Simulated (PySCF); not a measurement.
# The bond of BeB+, level by level

The task here is to estimate one member of a computed series from the others.

Method: Be def2-SVPD, B def2-SVPD, no relativity; program: PySCF 2.14.0.

The first run:

The job is set up so:

```
atoms                         : Be, B
charge                        : 1
basis                         : Be def2-SVPD, B def2-SVPD
Hamiltonian                   : no relativity
basis functions               : 32
electrons treated             : 8
masses in u                   : 9.0122, 11.0093
levels                        : PBE0, PBE, r²SCAN, M06-L, B2PLYP, TPSSh, LC-ωPBE, HF, MP2, SCS-MP2, CCSD, CCSD(T)
grid                          : 80 radial by 434 angular points
occupations                   : held fixed by the projection of orbital angular momentum
dissociation limit            : Be + B+, each in its ground configuration
starting distance in angstrom : 1.875
values of 2S to try           : 0, 2
```

Command:

```sh
OMP_NUM_THREADS=1 python dia.py task.json out
```

Among the steps run: The job; The PBE0 curve of the state that the search chose; Excited determinants; PBE (GGA); r²SCAN; M06-L; B2PLYP; TPSSh (hybrid meta-GGA); LC-ωPBE (range-separated hybrid); RHF; Correlated methods on the Hartree–Fock reference.

One of the session's tables, all rows but one given; the rest of the session is left out.

It belongs to the step «The curves together». Energy (eV) from each level's lowest point:

| R (Å) | RHF | RHF-MP2 | RHF-SCS-MP2 | RHF-CCSD | RHF-CCSD(T) |
| --- | --- | --- | --- | --- | --- |
| 1.907 | 0.356 | 0.311 | 0.319 | n/a | n/a |
| 1.995 | 0.177 | 0.143 | 0.149 | 0.143 | 0.131 |
| 2.084 | ? | ? | ? | ? | ? |
| 2.151 | 0.026 | 0.012 | 0.015 | 0.014 | 0.011 |
| 2.217 | 0.004 | 0.000 | 0.000 | 0.000 | 0.000 |
| 2.284 | 0.000 | 0.005 | 0.003 | 0.004 | 0.006 |
| 2.372 | 0.015 | 0.033 | 0.028 | 0.029 | 0.035 |
| 2.483 | 0.057 | 0.092 | 0.082 | 0.083 | 0.093 |
| 2.616 | 0.129 | 0.184 | 0.168 | 0.171 | 0.184 |
| 2.793 | 0.247 | 0.327 | 0.305 | n/a | n/a |

Estimate the missing values for R (Å) = 2.084.

Worked estimate for «RHF». A straight line through the neighbours (1.995, 0.177) and (2.151, 0.026) gives 0.177 + (0.026 − 0.177) × (2.084 − 1.995) / (2.151 − 1.995) = 0.091; a parabola fitted to 4 rows on both sides gives 0.067.

**Answer.** RHF: 0.071; RHF-MP2: 0.048; RHF-SCS-MP2: 0.052; RHF-CCSD: 0.050; RHF-CCSD(T): 0.043. In «RHF» the line misses by +0.020 and the parabola by -0.004.
